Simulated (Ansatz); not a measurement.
**CH8B2SSi: a ladder of functionals and wavefunction methods**

The task here is to estimate one member of a computed series from the others.

Program: Ansatz 0.2.0, Gaussian basis. Level of theory: functionals in def2-TZVPP, the program's frozen cores in correlated methods. These are calculated values, not measurements.

Plan: PBE-D4, r2SCAN-D4, PBE0-D4, B3LYP-D4, ωB97X-V, ωB97M-V, B2PLYP; CCSD(T)/def2-TZVPP; MP2/def2-QZVPP; extrapolation to the limit.

## The relaxed structure

An earlier PBE0-D4 in a triple-zeta def2 set relaxation fixed the geometry.

13 atoms, charge 0, spin multiplicity 1.

Atoms are counted from 1 here; the program's logs count them from 0.

Bond lengths: B1–S2 1.749 Å, B1–H6 1.192 Å, B1–H7 1.194 Å, S2–C3 1.817 Å, C3–B4 1.556 Å, C3–H8 1.101 Å, C3–H9 1.095 Å, B4–Si5 2.019 Å, B4–H10 1.200 Å, Si5–H11 1.488 Å, Si5–H12 1.489 Å, Si5–H13 1.493 Å. Angles: S2–B1–H6 116.0°, S2–B1–H7 121.1°, H6–B1–H7 122.9°, B1–S2–C3 105.6°, S2–C3–B4 117.2°, S2–C3–H8 107.9°, S2–C3–H9 109.1°, B4–C3–H8 105.9°, B4–C3–H9 111.2°, H8–C3–H9 104.7°, C3–B4–Si5 124.5°, C3–B4–H10 115.2°, Si5–B4–H10 120.2°, B4–Si5–H11 112.5°, B4–Si5–H12 112.2°, B4–Si5–H13 107.2°, H11–Si5–H12 108.6°, H11–Si5–H13 108.1° and more.

Coordinates:

```mol
CH8B2SSi
  3D, bonds by distance, orders not assigned

 13 12  0  0  0  0  0  0  0  0999 V2000
   -0.5851    2.1073    1.6196 B   0  0
    0.4424    1.5139    0.3341 S   0  0
   -0.6539    0.5861   -0.7786 C   0  0
   -0.3374   -0.9220   -0.9951 B   0  0
    1.2912   -1.8663   -0.2646 Si  0  0
   -0.0416    2.7340    2.4757 H   0  0
   -1.7586    1.8866    1.6223 H   0  0
   -0.5977    1.0526   -1.7742 H   0  0
   -1.6917    0.7309   -0.4611 H   0  0
   -1.1485   -1.5279   -1.6398 H   0  0
    1.5102   -3.1959   -0.8954 H   0  0
    2.5293   -1.0553   -0.4226 H   0  0
    1.0618   -2.0786    1.1948 H   0  0
  1  2  8  0
  2  3  8  0
  3  4  8  0
  4  5  8  0
  1  6  8  0
  1  7  8  0
  3  8  8  0
  3  9  8  0
  4 10  8  0
  5 11  8  0
  5 12  8  0
  5 13  8  0
M  END
```

The first run:

in.yaml

```yaml
crystal:
  periodic: [false, false, false]
  atoms:
    - {symbol: B, position_ang: [-0.585062, 2.107283, 1.619558]}
    - {symbol: S, position_ang: [0.442350, 1.513887, 0.334062]}
    - {symbol: C, position_ang: [-0.653875, 0.586066, -0.778630]}
    - {symbol: B, position_ang: [-0.337426, -0.922025, -0.995142]}
    - {symbol: Si, position_ang: [1.291174, -1.866317, -0.264643]}
    - {symbol: H, position_ang: [-0.041574, 2.733996, 2.475726]}
    - {symbol: H, position_ang: [-1.758576, 1.886606, 1.622284]}
    - {symbol: H, position_ang: [-0.597703, 1.052570, -1.774210]}
    - {symbol: H, position_ang: [-1.691710, 0.730911, -0.461125]}
    - {symbol: H, position_ang: [-1.148456, -1.527854, -1.639775]}
    - {symbol: H, position_ang: [1.510249, -3.195880, -0.895429]}
    - {symbol: H, position_ang: [2.529324, -1.055304, -0.422585]}
    - {symbol: H, position_ang: [1.061786, -2.078638, 1.194808]}
basis:
  gaussian: {orbitals: def2-TZVPP}
hamiltonian: {xc: pbe, dispersion: d4}
output: {forces: true, orbitals: {seedname: orbitals}}
```

On the command line:

```console
$ ansatz run in.yaml --threads 4 --pin off --events-out ev --progress --plain --max-ram 10444MiB
```

Among the steps run: PBE-D4 (GGA); r2SCAN-D4 (meta-GGA); PBE0-D4 (hybrid); B3LYP-D4 (hybrid); ωB97X-V (range-separated); ωB97M-V (range-separated); B2PLYP (double hybrid); CCSD(T) in def2-TZVPP; MP2 in def2-QZVPP.

One table of the session follows, with a row left open; its other results are not shown here.

It belongs to the step «Atomisation energies». 

```
            method  atomisation energy (kJ/mol)
            PBE-D4                       4430.7
         r2SCAN-D4                       4416.4
           PBE0-D4                       4398.6
          B3LYP-D4                       4397.5
           ωB97X-V                       4409.6
           ωB97M-V                       4405.3
            B2PLYP                       4335.4
     HF/def2-TZVPP                       3370.1
    MP2/def2-TZVPP                       4294.6
   CCSD/def2-TZVPP                       4215.0
CCSD(T)/def2-TZVPP                       4266.6
           MP2/CBS                       4392.5
       CCSD(T)/CBS                            ?
```

Q: Estimate the row for CCSD(T)/CBS from the others.

The run gave: atomisation energy (kJ/mol): 4364.5. In the column «atomisation energy (kJ/mol)» it lies between B2PLYP (4335.4) and MP2/CBS (4392.5).
